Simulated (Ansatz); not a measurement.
Runs of Ansatz 0.2.0 on Ag3F. The structure is cubic, space group Fm-3m (No. 225). Conventional cell: a = 6.432 Å, b = 6.432 Å, c = 6.432 Å, α = 90.00°, β = 90.00°, γ = 90.00°. Ag (site symmetry -43m) is surrounded by 4 Ag at 2.79 Å and 4 F at 2.79 Å. Ag (site symmetry m-3m) has 8 Ag at 2.79 Å as nearest neighbours. F (site symmetry m-3m) has 8 Ag at 2.79 Å as nearest neighbours. The cell was built by a generator and needn't be a form met in nature.

```tsv
level	gap on the mesh (eV)	pressure (GPa)	relaxed volume (Å³/atom)
BLYP+D3(BJ)	none	0.0	(a)
BLYP+D4	none	0.0	16.23
BLYP	none	0.0	17.79
PBE	none	0.0	16.61
```

Alike in all rows: task relaxation of cell and atoms; potentials or basis Ansatz PAW; no spin polarisation; cell relaxed; k mesh 5 × 5 × 5; cutoff (eV) 420; smearing fermi-dirac 0.05 eV.

Q: Estimate the missing entries.

A: (a) 15.89.

Caveats: the plane-wave basis is chosen anew once the cell has moved, so the energies of steps on either side of that aren't comparable; the PAW data sets come from PBE, with cores solved anew for the run's functional, which leaves a small shift of forces and pressure (some runs); pairwise dispersion overbinds metals, which lowers pressure and volume (some runs).

A k mesh can miss the band edges, and the runs leave out spin-orbit coupling on Ag.

A gap of «none» marks a metal or a gap under the smearing width.
